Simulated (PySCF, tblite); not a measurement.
# C₆H₁₀OSi: geometry, infrared bands and NMR shifts

What infrared bands and NMR shifts should C₆H₁₀OSi (`C=C[SiH2]OC1=CCC1`) show?

Computed with tblite 0.8.0 and PySCF 2.14.0, with density-fitted response routines of our own, on a single molecule in the gas phase. Atoms count from 0, in the outputs and in this text.

### Step 1. Starting geometry

18 atoms, charge 0, multiplicity 1; geometry from: force field or distance geometry start.

Bonds of the start (Å): C0–C1 1.35, C1–Si2 1.83, Si2–O3 1.73, O3–C4 1.40, C4–C5 1.32, C5–C6 1.47, C6–C7 1.49, C7–C4 1.48, C0–H8 1.08, C0–H9 1.06, C1–H10 1.10, Si2–H11 1.47, Si2–H12 1.49, C5–H13 1.08, C6–H14 1.12, C6–H15 1.10, C7–H16 1.11, C7–H17 1.12.

### Step 2. Relaxing the molecule with GFN2-xTB

What the job is given:

```
{"job": {"kind": "relax", "xc": "GFN2-xTB", "basis": "xTB"}, "charge": 0, "multiplicity": 1}
C      3.740500     0.704600    -0.071500
C      2.872200    -0.303600     0.142500
Si     1.320100    -0.261600    -0.827400
O      0.063300    -1.246300    -0.170000
C     -1.228700    -0.695600    -0.152000
C     -2.293100    -0.746400     0.624900
C     -3.069000     0.160400    -0.240800
C     -1.867800     0.223200    -1.124000
H      3.479000     1.475900    -0.787200
H      4.665700     0.785300     0.443100
H      3.095300    -1.102500     0.861200
H      1.575400    -0.734600    -2.192600
H      0.797100     1.137700    -0.860000
H     -2.523700    -1.247800     1.554000
H     -3.208900     1.131600     0.291500
H     -3.973300    -0.265300    -0.710300
H     -1.399900     1.227700    -1.190400
H     -2.053000    -0.236600    -2.132100
```

Launch:

```bash
$ OMP_NUM_THREADS=1 python probes_run.py task.json out
```

The driver reads the jobs from task.json and runs them one after another.

**Question.** This job is followed by: GFN2-xTB harmonic vibrations, gas phase; GIAO PBE0/pcSseg-1 NMR shielding, non-relativistic, gas phase. Predict these results of the whole session: strongest single infrared mode (GFN2-xTB); zero-point energy (GFN2-xTB); 13C shifts against TMS (PBE0/pcSseg-1); 1H shifts against TMS (PBE0/pcSseg-1, means over atoms taken as alike); 29Si shifts against TMS (PBE0/pcSseg-1); 17O shifts against H2O (PBE0/pcSseg-1); surface potential, 1st and 99th percentile.

The runs gave:

| quantity | value |
| --- | --- |
| strongest single infrared mode (GFN2-xTB) | 2192 cm⁻¹, 433 km/mol |
| zero-point energy (GFN2-xTB) | 86.6 kcal/mol |
| 13C shifts against TMS (PBE0/pcSseg-1) | 154.7, 143.5, 142.6, 109.5, 33.8, 20.7 ppm |
| 1H shifts against TMS (PBE0/pcSseg-1, means over atoms taken as alike) | 6.59, 6.55, 6.00, 5.33, 4.80, 2.74, 2.13 ppm |
| 29Si shifts against TMS (PBE0/pcSseg-1) | -34.1 ppm |
| 17O shifts against H2O (PBE0/pcSseg-1) | 116.2 ppm |
| surface potential, 1st and 99th percentile | -0.96 V and 1.12 V |

Relaxing lowered the energy by 0.692 eV in 130 steps; the close pair that moved most is Si2–O3, from 1.727 to 1.633 Å. No mode is imaginary among the 48: a minimum at this level. The strongest single mode, at 2192 cm⁻¹, moves mainly H12 and H11. Unscaled tight-binding wavenumbers are off by several per cent, some by more. Its intensities can rank the bands wrongly. The most deshielded hydrogen is H10 (hydrogen on an alkene CH), at 6.59 ppm: a vinylic proton, deshielded by the sp2 carbon and the C=C anisotropy. At PBE0/pcSseg-1: Shielding is most anisotropic at C0 (span 259 ppm, paramagnetic term -208 ppm). By nearest atom (PBE0/pcSseg-1), the HOMO sits on C5 38 %; C4 24 % and the LUMO on C0, C1 about 29 % each; H8, H9, H10 about 8 % each.
